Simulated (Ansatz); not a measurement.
# AlCl3H2Se: the cost of one run

Program: Ansatz 0.2.0, Gaussian basis. Level of theory: RKS PBE0-D4/def2-TZVP. These are calculated values, not measurements.

Plan: relaxation at PBE0-D4/def2-TZVP; harmonic vibrations at the same level; a single point in def2-TZVPP for the fields.

## 1. The starting structure

SMILES `[Cl][Al-]([Cl])([Cl])[SeH2+]`, 7 atoms, charge 0, spin multiplicity 1.

Atoms are counted from 1 here; the program's logs count them from 0.

Bond lengths: Cl1–Al2 2.041 Å, Al2–Cl3 2.040 Å, Al2–Cl4 2.046 Å, Al2–Se5 2.914 Å, Se5–H6 1.445 Å, Se5–H7 1.445 Å. Angles: Cl1–Al2–Cl3 120.4°, Cl1–Al2–Cl4 118.5°, Cl1–Al2–Se5 95.7°, Cl3–Al2–Cl4 118.5°, Cl3–Al2–Se5 95.8°, Cl4–Al2–Se5 94.7°, Al2–Se5–H6 93.7°, Al2–Se5–H7 93.7°, H6–Se5–H7 91.1°.

As a file:

```xyz
7
charge 0, multiplicity 1
Cl   -0.6127   -1.2199    2.2089
Al    0.0432   -1.1973    0.2758
Cl    1.9755   -1.6805   -0.1645
Cl   -1.3453   -1.2587   -1.2252
Se    0.4232    1.6888    0.1336
H    -0.9934    1.9676    0.0799
H     0.5095    1.7000   -1.3085
```

The start is a GFN2-xTB geometry.

## 2. Optimising with PBE0-D4/def2-TZVP

The input, in.yaml:

```yaml
crystal:
  periodic: [false, false, false]
  atoms:
    - {symbol: Cl, position_ang: [-0.612720, -1.219890, 2.208880]}
    - {symbol: Al, position_ang: [0.043170, -1.197260, 0.275840]}
    - {symbol: Cl, position_ang: [1.975550, -1.680490, -0.164490]}
    - {symbol: Cl, position_ang: [-1.345260, -1.258730, -1.225250]}
    - {symbol: Se, position_ang: [0.423150, 1.688810, 0.133630]}
    - {symbol: H, position_ang: [-0.993430, 1.967620, 0.079930]}
    - {symbol: H, position_ang: [0.509540, 1.699950, -1.308530]}
basis:
  gaussian: {orbitals: def2-TZVP}
hamiltonian: {xc: pbe0, dispersion: d4}
relax: {f_tol: 0.005, max_steps: 150}
```

Run with:

```
$ ansatz run in.yaml --threads 4 --pin off --events-out ev --progress --plain --max-ram 10444MiB
```

What time and memory should one allow on 4 threads of Intel Xeon at 2.50GHz, shared host?

About 3.5 min, with a peak of 0.8 GiB.
